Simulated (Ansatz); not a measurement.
**Isostructural ScZn, ScCd, ScHg: table of trends, by script**

Aim: a table of trends, for isostructural ScZn, ScCd, ScHg, run from a script.

Program: Ansatz 0.2.0 through its Python package. Level of theory: DFT PBEsol, plane waves, PAW. These are calculated values, not measurements.

### Step 1. The system

ScZn Pm-3m: It takes space group Pm-3m (No. 221, cubic). The conventional cell has a = 3.350 Å, b = 3.350 Å, c = 3.350 Å, α = 90.00°, β = 90.00°, γ = 90.00°. Sc (site symmetry m-3m) is surrounded by 8 Zn at 2.90 Å. Zn (site symmetry m-3m) is surrounded by 8 Sc at 2.90 Å.

ScCd Pm-3m: The structure is cubic, space group Pm-3m (No. 221). The conventional cell has a = 3.526 Å, b = 3.526 Å, c = 3.526 Å, α = 90.00°, β = 90.00°, γ = 90.00°. Sc (site symmetry m-3m) is surrounded by 8 Cd at 3.05 Å. Cd (site symmetry m-3m) is surrounded by 8 Sc at 3.05 Å.

ScHg Pm-3m: It takes space group Pm-3m (No. 221, cubic). Conventional cell: a = 3.480 Å, b = 3.480 Å, c = 3.480 Å, α = 90.00°, β = 90.00°, γ = 90.00°. Sc (site symmetry m-3m) has 8 Hg at 3.01 Å as nearest neighbours. Around Hg (site symmetry m-3m) lie 8 Sc at 3.01 Å.

The script holds or builds the structure itself.

### Step 2. The code

trend.py reads:

```python
'''Trends along isostructural compounds in space group Pm-3m, after relaxing cells and atoms.'''

import csv
import warnings

import ansatz as az
import matplotlib.pyplot as plt
import numpy as np

PHASES = {
    'ScZn': (
        [[3.35, 0.0, 0.0], [0.0, 3.35, 0.0], [0.0, 0.0, 3.35]],
        [
            ('Sc', [0.0, 0.0, 0.0]),
            ('Zn', [0.5, 0.5, 0.5]),
        ],
    ),
    'ScCd': (
        [[3.526256, 0.0, 0.0], [0.0, 3.526256, 0.0], [0.0, 0.0, 3.526256]],
        [
            ('Sc', [0.5, 0.5, 0.5]),
            ('Cd', [0.0, 0.0, 0.0]),
        ],
    ),
    'ScHg': (
        [[3.48, 0.0, 0.0], [0.0, 3.48, 0.0], [0.0, 0.0, 3.48]],
        [
            ('Sc', [0.5, 0.5, 0.5]),
            ('Hg', [0.0, 0.0, 0.0]),
        ],
    ),
}


def build(vectors, sites):
    crystal = az.Crystal(lattice=az.Lattice.of(vectors))
    for symbol, position in sites:
        crystal = crystal.atom(symbol, position)
    return crystal


def solve(name, crystal, relax=True):
    calc = (
        crystal.calculation()
        .basis(420)
        .functional('pbesol')
        .kpoints(spacing=0.15)
        .occupations('fermi_dirac', width=0.05)
        .stress()
        .band_table()
    )
    if relax:
        calc = calc.relax(force_tolerance=0.03, cell=True)
    return calc.run(threads=1, pin='off')

def bulk_modulus(name, outcome, step=0.015):
    # B = -V dP/dV from the pressures of two uniformly scaled cells, atoms held at their fractions
    pressure = []
    for factor in (1 - step, 1.0, 1 + step):
        cell = az.Crystal(lattice=az.Lattice.of(outcome.lattice.cell_ang * factor ** (1 / 3)))
        for site in outcome.report['lattice']['sites']:
            cell = cell.atom(site['symbol'], site['position_frac'])
        pressure.append(np.trace(solve(name, cell, relax=False).report['stress_gpa']) / 3)
    slope, bend = (pressure[0] - pressure[2]) / (2 * step), abs(pressure[0] + pressure[2] - 2 * pressure[1])
    # a jump of mesh or basis between the cells shows as a kink: no modulus then
    return float(slope) if bend < 12 * step**2 * abs(slope) + 0.15 and abs(pressure[1]) < 1.5 else float('nan')


def volume_per_atom(outcome):
    return abs(np.linalg.det(outcome.lattice.cell_ang)) / len(outcome.lattice.sites)


def main() -> None:
    warnings.simplefilter('ignore')

    phases = {name: build(*cell) for name, cell in PHASES.items()}

    done = {}
    for name, crystal in phases.items():
        try:
            done[name] = solve(name, crystal)
        except az.NonConvergedError as error:
            print(name, 'did not converge:', str(error)[:120])

    rows = [(name, volume_per_atom(o), bulk_modulus(name, o)) for name, o in done.items()]
    with open('trend.csv', 'w', newline='') as handle:
        writer = csv.writer(handle)
        writer.writerow(['compound', 'V (A^3/atom)', 'B (GPa)'])
        writer.writerows([round(v, 4) if isinstance(v, float) else v for v in row] for row in rows)
    print(open('trend.csv').read())
    plt.figure(figsize=(4.5, 3))
    plt.bar([row[0] for row in rows], [row[1] for row in rows])
    plt.ylabel('V (A^3/atom)')
    plt.tight_layout()
    plt.savefig('trend.png', dpi=100)


if __name__ == '__main__':
    main()
```

### Step 3. The calls as engine input

The package turns the script's settings into the engine's input (first run):

```yaml
crystal:
  lattice:
    - [3.35, 0.0, 0.0]
    - [0.0, 3.35, 0.0]
    - [0.0, 0.0, 3.35]
  atoms:
    - { symbol: Sc, position: [0.0, 0.0, 0.0] }
    - { symbol: Zn, position: [0.5, 0.5, 0.5] }
basis:
  ecutwfc: 420.0
kpoints:
  mp_grid:
    kspacing: 0.15
hamiltonian:
  xc: pbesol
scf:
  occupations:
    method: fermi_dirac
    width: 0.05
relax:
  f_tol: 0.03
  cell: {}
output:
  stress: true
  eigenvalues: true
```

### Step 4. Launch

Run with:

```sh
> python trend.py
```

Q: Predict the main results. Wanted: ScZn; ScCd; ScHg.

As calculated:

```
                                 quantity                 value
                            runs compared                    12
ScZn (run 1): relaxed volume, space group  17.99 Å³/atom, Pm-3m
ScCd (run 2): relaxed volume, space group  21.17 Å³/atom, Pm-3m
ScHg (run 3): relaxed volume, space group  20.85 Å³/atom, Pm-3m
```

In words: By relaxed volume an atom the order is ScZn (run 1) < ScHg (run 3) < ScCd (run 2). The dearest, run 2, took some 6.8 times as long as run 5. In run 2, the volume shrank by 3.4 % over 3 moves, and the space group stayed Pm-3m. In run 3, over 2 moves the cell shrank by 1.0 % in volume, and the space group stayed Pm-3m. Caveats:
- Pressure is positive in compression.
- Spin-orbit coupling, which matters for elements this heavy, is left out.
- Some members of the series are computed structures and not known phases.
